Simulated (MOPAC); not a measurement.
Settings test, MOPAC on CrTeS

Simulated with MOPAC 23.2.5. This is a test of settings. The cell was built from a prototype and was relaxed with r2SCAN in plane waves (Ansatz 0.2.0). It may be hypothetical. It is a single sheet, repeated along a and b, with vacuum along c. All runs are without spin polarisation, and a magnetic state may lie lower.

In-plane lattice: a = 3.272 Å, b = 3.272 Å, γ = 120.0°; thickness between the outer nuclei 3.14 Å. Cr has 3 S at 2.32 Å and 3 Te at 2.61 Å; S has 3 Cr at 2.32 Å; Te has 3 Cr at 2.61 Å and 6 Te at 3.27 Å.

The base run uses PM7 on a cluster of 27 atoms.

```
PM7 1SCF GRADIENTS AUX(PRECISION=6) THREADS=1
crystal as a cluster of 3x3x1 conventional cells

Cr -0.000000 1 1.889264 1 9.148701 1
S 1.636151 1 0.944632 1 10.496540 1
Te 1.636151 1 0.944632 1 7.354759 1
Cr -1.636151 1 4.723160 1 9.148701 1
S -0.000000 1 3.778528 1 10.496540 1
Te -0.000000 1 3.778528 1 7.354759 1
Cr -3.272301 1 7.557055 1 9.148701 1
S -1.636151 1 6.612424 1 10.496540 1
Te -1.636151 1 6.612424 1 7.354759 1
Cr 3.272301 1 1.889264 1 9.148701 1
S 4.908452 1 0.944632 1 10.496540 1
Te 4.908452 1 0.944632 1 7.354759 1
Cr 1.636151 1 4.723160 1 9.148701 1
S 3.272301 1 3.778528 1 10.496540 1
Te 3.272301 1 3.778528 1 7.354759 1
Cr -0.000000 1 7.557055 1 9.148701 1
S 1.636151 1 6.612424 1 10.496540 1
Te 1.636151 1 6.612424 1 7.354759 1
Cr 6.544602 1 1.889264 1 9.148701 1
S 8.180753 1 0.944632 1 10.496540 1
Te 8.180753 1 0.944632 1 7.354759 1
Cr 4.908452 1 4.723160 1 9.148701 1
S 6.544602 1 3.778528 1 10.496540 1
Te 6.544602 1 3.778528 1 7.354759 1
Cr 3.272301 1 7.557055 1 9.148701 1
S 4.908452 1 6.612424 1 10.496540 1
Te 4.908452 1 6.612424 1 7.354759 1
Tv 9.816903 1 0.000000 1 0.000000 1
Tv -4.908452 1 8.501687 1 0.000000 1
```

Command: `mopac run.mop`. It took 2 s on 1 thread of Arm Neoverse V2, on a shared host, peak memory 0.019 GiB.

It converged with a gap of 3.37 eV. MOPAC's gap is a Hartree-Fock orbital gap, usually far wider than a measured one, and its energy is the heat of formation.

Each further run moved one setting: method (Hamiltonian); CUTOFP (reach of the lattice sums in Å); CHARGE (charge of the cell); cluster (size of the cluster in conventional cells). Changes are from the base run, which isn't itself converged in every setting; energies of another Hamiltonian, functional, basis or charge aren't compared.

```tsv
setting	how it ended	gap change (eV)	energy change (meV/atom)	time (s)
method = AM1	refused	–	–	0.04
CUTOFP = 40	converged	0.00	0.7	2.1
method = PM6-D3H4	converged	0.56	–	110
CUTOFP = 10	converged	-0.01	-5.9	1.4
CHARGE = 2 (poor on purpose)	refused	–	–	0.04
cluster = 1x1x1 (poor on purpose)	converged	3.38	5951.4	0.21
cluster = 4x4x1	converged	1.43	-247.6	3.2
```

With method = AM1 nothing was computed: the Hamiltonian has no parameters for an element here. CUTOFP = 40 changes nothing that matters here. With CHARGE = 2 nothing was computed: the program refuses a charged unit cell.

The end of the log, shortened, for method = AM1:

```
    NO.       ATOM           X           Y           Z
  S: (AM1): M.J.S. DEWAR, Y-C YUAN, INORGANIC CHEMISTRY, 29, 3881:3890,  (1990)
 DATA ARE NOT AVAILABLE FOR ELEMENT NO. 24
          SOME ELEMENTS HAVE BEEN SPECIFIED FOR WHICH
          NO PARAMETERS ARE AVAILABLE.  CALCULATION STOPPED.
          Parameters for some elements are missing
           Empirical Formula: Cr9 S9 Te9  =    27 atoms
 *     Error and normal termination messages reported in this calculation     *
 * Parameters for some elements are missing                                   *
 * JOB ENDED NORMALLY                                                         *
 TOTAL JOB TIME:             0.00 SECONDS
 == MOPAC DONE ==
```

No spin-orbit coupling is included; it can move band edges with weight on the heavy atoms by tenths of an eV.
